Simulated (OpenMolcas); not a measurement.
# S: CASSCF and CASPT2 terms and fine-structure levels

Which level of S lies lowest, and where do the others fall? The reference wave functions come first, then spin-orbit coupling, then second-order correlation under several settings.

The numbers are computed with OpenMolcas 26.06 (state-averaged CASSCF and CASPT2, spin-orbit coupling by RASSI with atomic mean-field integrals), except any that are marked as measured or tabulated.

## 1. Starting point

| Item | Value |
| --- | --- |
| Species | S (sulfur, Z = 16, 16 electrons) |
| Basis | ANO-R3 [6s5p4d3f1g], 71 functions |
| Scalar Hamiltonian | X2C, finite nucleus |
| Inactive shells | 1s 2s 2p |
| Active space | 6 electrons in 4 orbitals (3s 3p) |
| Some configurations of this space | 3p⁶, 3s 3p⁵, 3s² 3p⁴ |
| Orbitals | optimised for each spin and parity, averaged over the low roots |

The outer shells:

3p6
```
3p [↑↓][↑↓][↑↓]
```

3s 3p5
```
3s [↑ ]
3p [↑↓][↑↓][↑ ]
```

3s2 3p4
```
3s [↑↓]
3p [↑↓][↑ ][↑ ]
```

Each step is its own input file, run in one work folder so that later steps find the files of earlier ones. Labels, J, g values, rates, χT and fits are worked out afterwards by a script from the matrices that RASSI stores.

## 2. GATEWAY and SEWARD: basis and integrals

Input file a.inp:

```
&GATEWAY
Coord
1

S 0.0 0.0 0.0
Basis=ANO-R3
Group=XYZ
NoMove
AngMom=0.0 0.0 0.0
AMFI
&SEWARD
```

Command:

```
> OMP_NUM_THREADS=1 MOLCAS_MEM=1689 MOLCAS_PROJECT=a pymolcas a.inp > a.log
```

## 3. Reference wave functions, triplets of even parity, 3 roots

Input file a.inp:

```
&RASSCF
FileOrb=start.orb
Symmetry=1
Spin=3
nActEl=6 0 0
Inactive=2 3
Ras2=1 3
CIRoot=3 3 1
SDav=3
CIMx=300
Iter=120 100
PrWF=0.3
OrbListing=Nothing
MaxOrb=0
Atom
>>> COPY $Project.JobIph JOB001
```

start.orb holds the contracted functions of the basis, ordered by shell, or the orbitals of the step before.

## 4. CASSCF: singlets of even parity, 6 roots

Input file a.inp:

```
&RASSCF
FileOrb=start.orb
Symmetry=1
Spin=1
nActEl=6 0 0
Inactive=2 3
Ras2=1 3
CIRoot=6 6 1
SDav=7
CIMx=300
Iter=120 100
PrWF=0.3
OrbListing=Nothing
MaxOrb=0
Atom
>>> COPY $Project.JobIph JOB002
```

## 5. Reference wave functions, triplets of odd parity, 3 roots

Input file a.inp:

```
&RASSCF
FileOrb=start.orb
Symmetry=2
Spin=3
nActEl=6 0 0
Inactive=2 3
Ras2=1 3
CIRoot=3 3 1
SDav=3
CIMx=300
Iter=120 100
PrWF=0.3
OrbListing=Nothing
MaxOrb=0
Atom
>>> COPY $Project.JobIph JOB003
```

## 6. State interaction with spin-orbit coupling

Input file a.inp:

```
&RASSI
NrOfJobIphs=2 3 6
1 2 3
1 2 3 4 5 6
IphNames
JOB001
JOB002
EJob
SpinOrbit
DIPRint=1.0
SOCoupling=1000.0
Subsets=2
MEES
Property=10
'ANGMOM' 1 'ANGMOM' 2 'ANGMOM' 3 'MLTPL  1' 1 'MLTPL  1' 2 'MLTPL  1' 3
'AMFI' 1 'AMFI' 2 'AMFI' 3 'MLTPL  2' 6
SOProperty=3
'ANGMOM' 1 'ANGMOM' 2 'ANGMOM' 3
```

## 7. CASPT2: IPEA 0.25, imaginary shift 0.1 (closed shells correlated: 2s 2p)

Input file a.inp:

```
>>> COPY JOB001 $Project.JobIph
&CASPT2
Multistate=3 1 2 3
Frozen=1 0
IPEA=0.25
Imaginary=0.1
MaxIter=60
WThr=0.0 0.3 0.05
PrWF=0.5
NoMix
>>> COPY JOB002 $Project.JobIph
&CASPT2
Multistate=6 1 2 3 4 5 6
Frozen=1 0
IPEA=0.25
Imaginary=0.1
MaxIter=60
WThr=0.0 0.3 0.05
PrWF=0.5
NoMix
```

## 8. CASPT2: IPEA 0, imaginary shift 0.1 (closed shells correlated: 2s 2p)

Changes to a.inp since step 7:

```diff
@@ -4,3 +4,3 @@
 Frozen=1 0
-IPEA=0.25
+IPEA=0.0
 Imaginary=0.1
@@ -14,3 +14,3 @@
 Frozen=1 0
-IPEA=0.25
+IPEA=0.0
 Imaginary=0.1
```

(Steps that only read results are left out.)

What does the calculation give? Wanted: lowest level; first excited level; lowest level of another term; spin-orbit lowering of the lowest level; strongest of the lines computed, by gA.

As calculated:

| quantity | value |
| --- | --- |
| method | SS-CASPT2, IPEA 0.25, imaginary shift 0.1 (closed shells correlated: 2s 2p) |
| lowest level | 3s² 3p⁴ ³P₂, 100 % of that term, g = 1.501 |
| ground level listed by NIST | 3P2 |
| first excited level | 3s² 3p⁴ ³P₁ at 371 cm⁻¹ |
| lowest level of another term | 3s² 3p⁴ ¹D₂ at 9230 cm⁻¹ |
| spin-orbit lowering of the lowest level | 189 cm⁻¹ |
| strongest of the lines computed, by gA (one parity, so forbidden lines), at SS-CASPT2 energies | 3s² 3p⁴ ¹S₀ → 3s² 3p⁴ ¹D₂, 785.6 nm, A = 1.54e+00 s⁻¹ |

What each method costs and misses:

```tsv
method	time of its own steps	time with the reference	mean absolute difference from the measured levels (cm-1)
A. CASSCF	11 s	11 s	820
B. SS-CASPT2, IPEA 0.25, imaginary shift 0.1, +2s 2p	2.1 s	13 s	73
C. SS-CASPT2, IPEA 0, imaginary shift 0.1, +2s 2p	1.9 s	13 s	200
```

Times are of one thread on a shared host.

What this shows: The multiplet ³P is inverted; its intervals divided by the larger J differ by 9 % of their mean, where Landé's rule for pure LS coupling makes them equal. Second-order correlation (method B) scales the levels of the lowest configuration above 5000 cm⁻¹ by 0.79 to 1.02. Method B lies closest to the measured levels (73 cm⁻¹ on average) and A farthest (820). Only the configurations of the active space and the roots asked for are present. Not all states of the active space went into the spin-orbit step. CASPT2 does not keep the components of a term degenerate, and the means are used. No d shell is active. Levels of other configurations are missing from the list.
